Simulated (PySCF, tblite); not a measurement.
# C5H9NSi: geometry, infrared bands and NMR shifts

Wanted: the infrared bands and NMR shifts of C5H9NSi (`C=C(C#N)CC[SiH3]`), by calculation.

Programs: tblite 0.8.0 and PySCF 2.14.0, with density-fitted response routines of our own. Each step states its level of theory. These are calculated values for one molecule in the gas phase, unless marked as measured. Atoms are numbered from 0 throughout.

**1. The starting structure**

16 atoms, charge 0, multiplicity 1; geometry from: force field or distance geometry start.

Bonds of the start (Å): C0–C1 1.33, C1–C2 1.43, C2–N3 1.15, C1–C4 1.51, C4–C5 1.52, C5–Si6 1.88, C0–H7 1.09, C0–H8 1.08, C4–H9 1.10, C4–H10 1.11, C5–H11 1.10, C5–H12 1.11, Si6–H13 1.48, Si6–H14 1.49, Si6–H15 1.47.

**2. Optimising the geometry with GFN2-xTB**

The job: settings as JSON, then the geometry in Å.

```
{"job": {"kind": "relax", "xc": "GFN2-xTB", "basis": "xTB"}, "charge": 0, "multiplicity": 1}
C     -2.236400     1.287300    -0.165500
C     -1.565500     0.155100    -0.374700
C     -2.240900    -1.106100    -0.329700
N     -2.803500    -2.114300    -0.315500
C     -0.080000     0.154500    -0.655300
C      0.747900    -0.326100     0.530500
Si     2.603800    -0.313800     0.253000
H     -3.307600     1.290900     0.040600
H     -1.751800     2.256300    -0.192300
H      0.236100     1.166300    -0.946300
H      0.109100    -0.477700    -1.542500
H      0.453000    -1.349600     0.804200
H      0.529800     0.304700     1.415300
H      3.055400     1.063600    -0.054600
H      3.301600    -0.787100     1.475500
H      2.941600    -1.195000    -0.876900
```

Started as:

```
> OMP_NUM_THREADS=1 python probes_run.py task.json out
```

This one command runs all jobs of the session in turn.

**Question.** This job is followed by: GFN2-xTB harmonic vibrations, gas phase; GIAO PBE0/pcSseg-1 NMR shielding, non-relativistic, gas phase. What will the session give for the following? strongest single infrared mode (GFN2-xTB); zero-point energy (GFN2-xTB); 13C shifts against TMS (PBE0/pcSseg-1); 1H shifts against TMS (PBE0/pcSseg-1, means over atoms taken as alike); 15N shifts against NH3 (PBE0/pcSseg-1); 29Si shifts against TMS (PBE0/pcSseg-1).

The runs gave:

| quantity | value |
| --- | --- |
| strongest single infrared mode (GFN2-xTB) | 794 cm⁻¹, 418 km/mol |
| zero-point energy (GFN2-xTB) | 75.0 kcal/mol |
| 13C shifts against TMS (PBE0/pcSseg-1) | 136.8, 135.0, 123.6, 38.3, 13.2 ppm |
| 1H shifts against TMS (PBE0/pcSseg-1, means over atoms taken as alike) | 6.09, 6.03, 3.88, 2.21, 1.02 ppm |
| 15N shifts against NH3 (PBE0/pcSseg-1) | 317.9 ppm |
| 29Si shifts against TMS (PBE0/pcSseg-1) | -69.2 ppm |

What this shows: Relaxing lowered the energy by 0.070 eV in 77 steps; the close pair that moved most is C5–Si6, from 1.877 to 1.904 Å. All 42 modes are real, so the xTB geometry is a minimum. The strongest single mode, at 794 cm⁻¹, is spread over several atoms, H13, Si6, H15, H14 among them. Unscaled tight-binding wavenumbers are off by several per cent, some by more. Its intensities can rank the bands wrongly. C0 (terminal =CH2 carbon) lies farthest downfield among carbon, at 136.8 ppm; an sp2 carbon of a C=C bond. At PBE0/pcSseg-1: The widest tensor belongs to N3: span 434 ppm, with a paramagnetic part of -391 ppm.
